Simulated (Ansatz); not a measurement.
# BrGeHO, SMILES [OH][Ge][Br]: a relaxed scan of one distance

Computed with Ansatz 0.2.0, Python API.

Interactive session:
```pycon
>>> import ansatz as az
>>> from ase import Atoms
>>> import numpy as np
>>> BASIS_SET = 'def2-SVP'
>>> XC = 'hf'
>>> atoms = Atoms(['O', 'Ge', 'Br', 'H'], positions=[
...     (-0.8753, 0.2995, -0.7475),
...     (-0.5032, -0.4243, 0.7998),
...     (1.6976, -1.087, 0.7437),
...     (-0.2635, 1.1515, -0.8162),
... ])
>>> system = az.Crystal.molecule_from_ase(atoms)
>>> setup = system.calculation().basis(gaussian=BASIS_SET).functional(XC)
>>> symbols = [site.symbol for site in system.cartesian_sites]
>>> pairs = [(0, 1), (0, 3), (1, 2)]
>>> print('held (A)   E (eV)        ', '  '.join(f'{symbols[i]}{i}-{symbols[j]}{j}' for i, j in pairs))
held (A)   E (eV)         O0-Ge1  O0-H3  Ge1-Br2
>>> for length in [0.97, 1.05, 1.14, 1.26, 1.42]:
...     summary = setup.relax(constraints=[az.DistanceConstraint((0, 3), at=length)], force_tolerance=0.02, max_steps=60).run().report
...     xyz = np.array(summary['positions_ang'])
...     print(f'{length:6.2f} {summary["free_energy_ev"]:14.5f}  ', '  '.join(f'{np.linalg.norm(xyz[i] - xyz[j]):.3f}' for i, j in pairs))
...
DeckWarning: relax.constraints: the input's atoms, or those drawn, lie off the distances that are held; a relaxation that starts there is brought onto them ahead of its first SCF, by positions alone, [...]
  0.97  -128510.08753   1.748  0.970  2.396
  1.05  -128509.85057   1.748  1.050  2.398
  1.14  -128509.36214   1.748  1.140  2.400
  1.26  -128508.54399   1.747  1.260  2.401
  1.42  -128507.38807   1.744  1.420  2.405
```

Notes:
- These settings explore the input space; basis and method may be short of convergence.
- Warnings are shown shortened and without file and line.
- The energies are electronic: no zero-point or thermal terms, and the basis set is short of its limit.
- It ran for 95 s on 1 thread of Arm Neoverse V1, with other jobs on the host, peak memory 0.25 GiB.

(Lines on the test bed's own set-up are left out of the output.)
